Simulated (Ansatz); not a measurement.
# K₂TlSbCl₆, space group Fm-3m: a projected density of states

Computed with Ansatz's Python interface.

Typed at the interpreter:
```pycon
>>> import warnings
>>> import ansatz as az
>>> import numpy as np
>>> FUNCTIONAL = 'pbesol'
>>> ECUT = 510
>>> MESH = (4, 4, 4)
>>> OCCUPATIONS = 'Fixed'
>>> SCF_TOL = 1e-10
>>> N_EMPTY = 26
>>> warnings.simplefilter('ignore', az.DeckWarning)
>>> lattice = az.Lattice.of(
...     (0.0, 5.675204, 5.675204),
...     (5.675204, 0.0, 5.675204),
...     (5.675204, 5.675204, 0.0),
... )
>>> sites = [
...     ('K', (0.75, 0.75, 0.75)),
...     ('K', (0.25, 0.25, 0.25)),
...     ('Tl', (0.5, 0.5, 0.5)),
...     ('Sb', (0.0, 0.0, 0.0)),
...     ('Cl', (0.765996, 0.234004, 0.234004)),
...     ('Cl', (0.234004, 0.234004, 0.765996)),
...     ('Cl', (0.234004, 0.765996, 0.765996)),
...     ('Cl', (0.234004, 0.765996, 0.234004)),
...     ('Cl', (0.765996, 0.234004, 0.765996)),
...     ('Cl', (0.765996, 0.765996, 0.234004)),
... ]
>>> cell = az.Crystal(lattice=lattice)
>>> for symbol, position in sites:
...     cell = cell.atom(symbol, position)
...
>>> [site.symbol for site in cell.resolved().sites]
['K', 'K', 'Tl', 'Sb', 'Cl', 'Cl', 'Cl', 'Cl', 'Cl', 'Cl']
>>> job = cell.calculation()
>>> job = job.functional(FUNCTIONAL)
>>> job = job.basis(ECUT).kpoints(mesh=MESH, center='gamma')
>>> job = job.occupations(OCCUPATIONS)
>>> job = job.scf(tolerance=SCF_TOL)
>>> job = job.scf(extra_bands=N_EMPTY)
>>> job = job.density_of_states(projected=True, method='smearing', broadening_width=0.15, energy_step=0.1)
>>> outcome = job.run(threads=1, pin='off')
>>> report = outcome.report
>>> [(site.symbol, site.position_frac.round(4).tolist()) for site in outcome.lattice.sites]
[(<Element.K: 'K'>, [0.75, 0.75, 0.75]), (<Element.K: 'K'>, [0.25, 0.25, 0.25]), (<Element.TL: 'Tl'>, [0.5, 0.5, 0.5]), (<Element.SB: 'Sb'>, [0.0, 0.0, 0.0]), (<Element.CL: 'Cl'>, [0.766, 0.234, 0.234]), (<Element.CL: 'Cl'>, [0.234, 0.234, 0.766]), (<Element.CL: 'Cl'>, [0.234, 0.766, 0.766]), (<Element.CL: 'Cl'>, [0.234, 0.766, 0.234]), (<Element.CL: 'Cl'>, [0.766, 0.234, 0.766]), (<Element.CL: 'Cl'>, [0.766, 0.766, 0.234])]
>>> report['kpoints_frac'][:4]
[[0.0, 0.0, 0.0], [0.0, 0.0, 0.25], [0.0, 0.0, -0.5], [0.0, 0.25, 0.25]]
>>> dos = outcome.density_of_states()
>>> energy = np.asarray(dos.energies_ev) - dos.fermi_ev
>>> curves = {}
>>> for site in outcome.projected_density_of_states().sites:
...     for shell in site.shells:
...         weight = sum(np.sum(curve.g_bin_mean_per_ev, axis=0) for curve in shell.curves)
...         name = f'{site.species} {shell.label}'
...         curves[name] = curves.get(name, 0) + weight
...
>>> print('E-EF   ' + ' '.join(f'{name:>8s}' for name in curves))
E-EF       K 3S     K 4S     K 3P    Tl 6S    Tl 6P    Tl 5D    Sb 5S    Sb 5P    Sb 4D    Cl 3S    Cl 3P
>>> for e in np.arange(-8, 6 + 0.1, 1.0):
...     print(f'{e:5.1f}  ' + ' '.join(f'{np.interp(e, energy, g):8.3f}' for g in curves.values()))
...
 -8.0     0.000    0.000    0.000    0.000    0.000    0.000    0.000    0.000    0.000    0.000    0.000
 -7.0     0.000    0.000    0.000    0.000    0.000    0.000    0.000    0.000    0.000    0.000    0.000
 -6.0     0.000    0.006    0.000    1.118    0.013    0.002    0.045    0.186    0.000    0.033    1.054
 -5.0     0.000    0.002    0.002    0.027    0.375    0.037    0.007    2.537    0.000    0.171    6.871
 -4.0     0.000    0.021    0.000    0.294    0.035    0.007    0.020    0.248    0.001    0.057    1.110
 -3.0     0.000    0.036    0.005    0.028    0.151    0.029    0.014    0.022    0.002    0.022   19.810
 -2.0     0.000    0.009    0.000    0.529    0.027    0.004    0.096    0.081    0.001    0.025    1.406
 -1.0     0.000    0.000    0.000    0.098    0.037    0.001    0.113    0.027    0.000    0.011    0.418
  0.0     0.000    0.000    0.000    0.022    0.000    0.000    0.017    0.000    0.000    0.000    0.063
  1.0     0.000    0.000    0.000    0.000    0.000    0.000    0.000    0.000    0.000    0.000    0.000
  2.0     0.000    0.005    0.002    0.004    1.104    0.002    0.003    2.024    0.000    0.286    0.655
  3.0     0.000    0.700    0.001    0.085    0.112    0.002    0.009    1.392    0.000    0.125    0.781
  4.0     0.001    4.260    0.006    0.000    2.405    0.000    0.005    0.206    0.001    0.146    0.795
  5.0     0.001    0.497    0.001    0.006    2.097    0.000    0.014    0.516    0.000    0.016    0.777
  6.0     0.000    0.087    0.000    0.002    0.367    0.000    0.011    0.238    0.000    0.006    0.223
```

What to keep in mind:
- Spin-orbit coupling, left out here, can change this gap by several tenths of an eV, and inverted bands can meet off the mesh.
- The Fermi level of a run with fixed occupations marks the highest occupied state on its mesh, not mid-gap.
- The empty d shell of the heavier alkali and alkaline-earth atoms, which makes much of a conduction band, may have no channel.
- The crystal has a gap of about 1.47 eV on the mesh; density of states inside it is the tail of the broadening.
- Spin-orbit coupling, which matters for elements this heavy, is left out.
- The structure comes from a database of computed cells and needn't be a stable or known phase.
- Curves are summed over the cell's atoms. Only shells that the potentials hold have channels, so projections don't add up to the total, least of all where a shell is missing (p of most metals); heights and places of peaks move with the mesh.
- The computed bands are complete only to about 7.7 eV above the Fermi level; beyond that the density of states is undercounted.
- Timing: 11 s on 1 thread of Intel(R) Xeon(R) 6975P-C (Granite Rapids) (shared host), peak memory 0.81 GiB.
